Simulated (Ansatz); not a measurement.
**VSF₃: how energies converge with the basis set**

One table from this session's results is given with a row withheld; the runs are named, their logs left out.

Computed with Ansatz 0.2.0, Gaussian basis. Level: one geometry, several basis sets.

The runs, in order: PBE0-D4/def2-SVP; ωB97M-V/def2-SVP; PBE0-D4/def2-QZVPP; ωB97M-V/def2-QZVPP; the functionals' def2-TZVPP values are taken from earlier runs.

## The geometry

An earlier PBE0-D4 in a triple-zeta def2 set relaxation fixed the geometry.

5 atoms, charge 0, spin multiplicity 1.

Atoms are counted from 1 here; the program's logs count them from 0.

Bond lengths: F1–V2 1.710 Å, V2–F3 1.710 Å, V2–F4 1.710 Å, V2–S5 1.982 Å. Angles: F1–V2–F3 110.2°, F1–V2–F4 110.2°, F1–V2–S5 108.7°, F3–V2–F4 110.2°, F3–V2–S5 108.7°, F4–V2–S5 108.7°.

The first run:

The input, in.yaml:

```yaml
crystal:
  periodic: [false, false, false]
  atoms:
    - {symbol: F, position_ang: [0.253015, -0.809605, 1.512020]}
    - {symbol: V, position_ang: [-0.045091, -0.048350, 0.010164]}
    - {symbol: F, position_ang: [-1.340255, 1.058584, 0.155753]}
    - {symbol: F, position_ang: [-0.399879, -1.218622, -1.185049]}
    - {symbol: S, position_ang: [1.582110, 0.944192, -0.534287]}
basis:
  gaussian: {orbitals: def2-SVP}
hamiltonian: {xc: pbe0, dispersion: d4}
output: {orbitals: {seedname: orbitals}}
```

Among the steps run: PBE0-D4 in def2-SVP; ωB97M-V in def2-SVP; PBE0-D4 in def2-QZVPP; ωB97M-V in def2-QZVPP.

One of the session's tables, all rows but one given; the rest of the session is left out.

It belongs to the step «Density functionals: the series». 

```
functional       basis  HOMO (eV)  LUMO (eV)
   PBE0-D4    def2-SVP      -9.09      -4.20
   PBE0-D4  def2-TZVPP          ?          ?
   PBE0-D4  def2-QZVPP      -9.06      -4.11
   ωB97M-V    def2-SVP     -11.19      -1.91
   ωB97M-V  def2-TZVPP     -11.22      -1.88
   ωB97M-V  def2-QZVPP     -11.21      -1.88
```

Estimate the missing values for PBE0-D4, def2-TZVPP.

**Answer.** HOMO (eV): -9.07; LUMO (eV): -4.12. In the column «HOMO (eV)» it lies between PBE0-D4, def2-SVP (-9.09) and PBE0-D4, def2-QZVPP (-9.06).
